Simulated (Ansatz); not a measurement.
# Al2H4Se (SMILES [AlH2][AlH][SeH]): SVWN5/cc-pVDZ

What is the vertical ionisation energy of Al2H4Se at SVWN5/cc-pVDZ? 

The calculation is run with Ansatz 0.2.0.

51 further runs of the same task are left out: 51 set aside as unsound or not needed. Runs told in other sessions of the task aren't counted.

## 1. The structure to begin with

The species is Al2H4Se (7 atoms), meant as a singlet with charge 0. SMILES: `[AlH2][AlH][SeH]`. Geometry: relaxed at PBE0-D4/def2-TZVP. This is one conformer, not always the lowest.

Bond lengths: Al1–Al2 2.584 Å, Al2–Se3 2.331 Å, Al1–H4 1.593 Å, Al1–H5 1.593 Å, Al2–H6 1.591 Å, Se3–H7 1.469 Å. Angles: Al1–Al2–Se3 117.0°, Al1–Al2–H6 127.9°, Se3–Al2–H6 115.1°, Al2–Al1–H4 121.5°, Al2–Al1–H5 121.4°, Al2–Se3–H7 93.6°, H4–Al1–H5 117.1°.

## 2. A single-point energy at SVWN5/cc-pVDZ

The input, input.yaml:

```yaml
crystal:
  periodic: [false, false, false]
  atoms:
    - {symbol: Al, position_ang: [-1.578100, 0.539600, -0.900300]}
    - {symbol: Al, position_ang: [0.683400, 0.231600, 0.310300]}
    - {symbol: Se, position_ang: [1.280700, -1.943000, 0.899300]}
    - {symbol: H, position_ang: [-1.688000, 0.476100, -2.487900]}
    - {symbol: H, position_ang: [-2.924300, 0.803000, -0.090900]}
    - {symbol: H, position_ang: [1.737000, 1.353100, 0.713600]}
    - {symbol: H, position_ang: [2.550600, -1.528300, 1.510400]}
basis:
  gaussian:
    orbitals: cc-pVDZ
accuracy: high
hamiltonian:
  xc: {name: SVWN5}
output: {orbitals: {seedname: orbitals}}
```

The run is started by

```
ansatz run input.yaml --threads 1 --pin off --max-ram 2610MiB --events-out events.jsonl --progress --plain --runs-dir runs
```

What it wrote:

```text
Warning: RAYON_NUM_THREADS=1 ignored (pool sized by the plan → 1); use --threads N
Functional definition: SVWN5
  name "SVWN5"
  exchange = slater_x
  correlation = vwn5_c
1807 factors; integrals over basis functions are off by at most 4.8e-9 eV
mean field evaluation 1: about -78455.3042 eV, gradient 1.8e1 eV
mean field evaluation 2: about -78455.3847 eV, gradient 1.9e1 eV
mean field evaluation 4: about -78456.7841 eV, gradient 1.6e0 eV
mean field evaluation 8: about -78456.7885 eV, gradient 1.1e-1 eV
mean field evaluation 16: about -78456.7886 eV, gradient 9.6e-6 eV
mean field -78456.78858617 eV, -2883.2338006206 hartree, gradient 2.6e-8 eV, S^2 0.000000; 0 other end points of the search recorded, 0 dependent functions left out
reference -78456.78859013 eV, -2883.2338007659 hartree; 32, 32 occupied and 51, 51 virtual orbitals, 1807 factors
Total energy: -78456.78859013 eV, -2883.2338007659 hartree
```

It took 5.4 s on 1 thread of Arm Neoverse V2, shared host; peak memory 0.2 GiB.

## 3. The doublet cation

Edit input.yaml of step 2 so:

```diff
@@ -11,7 +11,7 @@
 basis:
-  gaussian:
-    orbitals: cc-pVDZ
+  gaussian: {orbitals: cc-pVDZ}
+output: {orbitals: {seedname: orbitals}}
+hamiltonian: {xc: {name: SVWN5}}
+total_charge: 1
 accuracy: high
-hamiltonian:
-  xc: {name: SVWN5}
-output: {orbitals: {seedname: orbitals}}
+magnetization: {spin_polarized: true, initial_magnetization: 1}
```

The run is started by

```
ansatz run input.yaml --threads 1 --pin off --max-ram 2610MiB --events-out events.jsonl --progress --plain --runs-dir runs
```

What it wrote:

```text
Warning: RAYON_NUM_THREADS=1 ignored (pool sized by the plan → 1); use --threads N
[... 4 set-up lines as earlier in the session ...]
1802 factors; integrals over basis functions are off by at most 4.8e-9 eV
mean field evaluation 1: about -78444.3944 eV, gradient 2.0e1 eV
mean field evaluation 2: about -78410.7219 eV, gradient 5.9e1 eV
mean field evaluation 4: about -78444.0964 eV, gradient 1.7e1 eV
mean field evaluation 8: about -78447.6954 eV, gradient 4.4e0 eV
mean field evaluation 16: about -78447.9981 eV, gradient 2.7e-5 eV
mean field evaluation 32: about -78447.9945 eV, gradient 6.5e-2 eV
mean field -78447.99810236 eV, -2882.9107562987 hartree, gradient 1.9e-8 eV, S^2 0.751404; 5 other end points of the search recorded, 0 dependent functions left out
reference -78447.99810651 eV, -2882.9107564514 hartree; 32, 31 occupied and 51, 52 virtual orbitals, 1802 factors
Total energy: -78447.99810651 eV, -2882.9107564514 hartree
```

Run time: 14 s. Hardware: 1 thread of Arm Neoverse V2, shared host; peak memory 0.26 GiB.

## 4. Summary of results

At SVWN5/cc-pVDZ:

| quantity | value |
| --- | --- |
| singlet Al2H4Se: total energy | -2883.23380 Eh |
| singlet Al2H4Se: HOMO energy | -6.11 eV |
| singlet Al2H4Se: LUMO energy | -3.19 eV |
| singlet Al2H4Se: HOMO–LUMO gap | 2.92 eV |
| doublet cation: total energy | -2882.91076 Eh |
| doublet cation: HOMO energy (highest over α and β) | -11.42 eV |
| doublet cation: ⟨S²⟩ | 0.751 |
| vertical ionisation energy (to the doublet cation) | 8.790 eV |

Removing an electron at fixed nuclei costs 8.79 eV (848 kJ/mol). −ε(HOMO) before ionisation, 6.11 eV, is 2.68 eV below this ionisation energy.
